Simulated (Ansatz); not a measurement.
# ClFGeH3Si radical: up Jacob's ladder to CCSD(T)

Aim: compute ClFGeH3Si radical with functionals from several rungs and with coupled cluster. The yardstick is the atomisation energy at the CCSD(T) limit.

Program: Ansatz 0.2.0, Gaussian basis. Level of theory: functionals in def2-TZVPP, the program's frozen cores in correlated methods. These are calculated values, not measurements.

The runs, in order: LDA (SPW92), PBE-D4, revPBE-D4, BLYP-D4, r2SCAN-D4, B97M-V, PBE0-D4, B3LYP-D4, r2SCANh-D4, r2SCAN0-D4, HSE06-D4, BHLYP-D4, CAM-B3LYP-D4, LC-ωPBE, ωB97X-V, ωB97M-V, B2PLYP, PBE-QIDH; CCSD(T)/def2-SVP; CCSD(T)/def2-TZVPP; MP2/def2-QZVPP; extrapolation to the limit; RPA on PBE.

## 1. Structure used throughout

All runs share one geometry, relaxed beforehand with PBE0-D4 in a triple-zeta def2 set.

7 atoms, charge 0, spin multiplicity 2.

Atoms are counted from 1 here; the program's logs count them from 0.

Bond lengths: F1–Si2 1.603 Å, Si2–Cl3 2.058 Å, Si2–Ge4 2.405 Å, Ge4–H5 1.534 Å, Ge4–H6 1.535 Å, Ge4–H7 1.537 Å. Angles: F1–Si2–Cl3 106.6°, F1–Si2–Ge4 108.9°, Cl3–Si2–Ge4 108.9°, Si2–Ge4–H5 107.5°, Si2–Ge4–H6 108.8°, Si2–Ge4–H7 110.5°, H5–Ge4–H6 109.8°, H5–Ge4–H7 110.1°, H6–Ge4–H7 110.1°.

Geometry (Å):

```xyz
7
charge 0, multiplicity 2
F    -0.8792   -2.0203    1.0039
Si    0.3087   -0.9446    1.0501
Cl    1.9824   -1.8826    0.3046
Ge   -0.2557    0.9007   -0.3855
H     0.9183    1.8878   -0.3503
H    -1.5216    1.5800    0.1548
H    -0.4914    0.4108   -1.8234
```

## 2. LDA

This LDA is Slater exchange with PW92 correlation.

Input file in.yaml:

```yaml
crystal:
  periodic: [false, false, false]
  atoms:
    - {symbol: F, position_ang: [-0.879231, -2.020283, 1.003892]}
    - {symbol: Si, position_ang: [0.308713, -0.944602, 1.050122]}
    - {symbol: Cl, position_ang: [1.982362, -1.882642, 0.304648]}
    - {symbol: Ge, position_ang: [-0.255720, 0.900730, -0.385536]}
    - {symbol: H, position_ang: [0.918323, 1.887812, -0.350275]}
    - {symbol: H, position_ang: [-1.521612, 1.580026, 0.154761]}
    - {symbol: H, position_ang: [-0.491434, 0.410759, -1.823410]}
basis:
  gaussian: {orbitals: def2-TZVPP}
magnetization: {spin_polarized: true, initial_magnetization: 1}
hamiltonian: {xc: lda}
output: {orbitals: {seedname: orbitals}}
```

On the command line:

```
ansatz run in.yaml --threads 4 --pin off --events-out ev --progress --plain --max-ram 10444MiB
```

Further steps of the session: PBE-D4 (GGA); revPBE-D4 (GGA); BLYP-D4 (GGA); r2SCAN-D4 (meta-GGA); B97M-V (meta-GGA); PBE0-D4 (hybrid); B3LYP-D4 (hybrid); r2SCANh-D4 (hybrid); r2SCAN0-D4 (hybrid); HSE06-D4 (hybrid); BHLYP-D4 (hybrid); CAM-B3LYP-D4 (range-separated); LC-ωPBE (range-separated); ωB97X-V (range-separated); ωB97M-V (range-separated); B2PLYP (double hybrid); PBE-QIDH (double hybrid); CCSD(T) in def2-SVP; CCSD(T) in def2-TZVPP; MP2 in def2-QZVPP; RPA on PBE orbitals.

**Question.** What will the summary of the whole plan be? Wanted: atomisation energy, CCSD(T)/CBS; farthest beyond LDA; mean size of error, GGA; mean size of error, meta-GGA; mean size of error, hybrid; mean size of error, range-separated; mean size of error, double hybrid; gap, smallest and largest; T1 diagnostic.

As calculated:

```
                               quantity                                                                      value
        atomisation energy, CCSD(T)/CBS                                                             492.0 kcal/mol
functionals within 4.9 kcal/mol (1.0 %)  PBE-D4, r2SCAN-D4, r2SCANh-D4, r2SCAN0-D4, CAM-B3LYP-D4, ωB97X-V, ωB97M-V
                    farthest beyond LDA                                                  BHLYP-D4 (-17.0 kcal/mol)
                mean size of error, GGA                                                               6.6 kcal/mol
           mean size of error, meta-GGA                                                               5.8 kcal/mol
             mean size of error, hybrid                                                               6.6 kcal/mol
    mean size of error, range-separated                                                               3.8 kcal/mol
      mean size of error, double hybrid                                                               8.3 kcal/mol
              gap, smallest and largest                                   1.00 eV (LDA (SPW92)), 8.22 eV (LC-ωPBE)
                          T1 diagnostic                                                                     0.0139
triples share of the correlation energy                                                                      3.5 %
```

**Reading.** The LDA atomisation energy is off by 69.4 kcal/mol (14 %): it overbinds. PBE-D4 misses by +1.9 kcal/mol. Double hybrids carry the basis error of their MP2 part in triple zeta, and no dispersion term here, so their miss is partly the set-up's. Taken by rung, range-separated functionals do best (3.8 kcal/mol on average) and double hybrid ones worst beyond LDA (8.3 kcal/mol). The gap between the best rungs is small, so their order is not settled. Misses under about 4.9 kcal/mol are within the doubt on the reference itself, which lacks core-valence correlation, relativity and higher excitations, and its outer-core shells are covered unevenly. Hartree-Fock recovers 73 % of the binding; the rest is correlation. CCSD(T) in def2-SVP is off by -46.4 kcal/mol, which most functionals beat. The gap grows from 1.0 to 8.2 eV across the functionals, mostly with the share of exact exchange. Correlated methods include outer-core shells of Ge, which these sets cover unevenly.
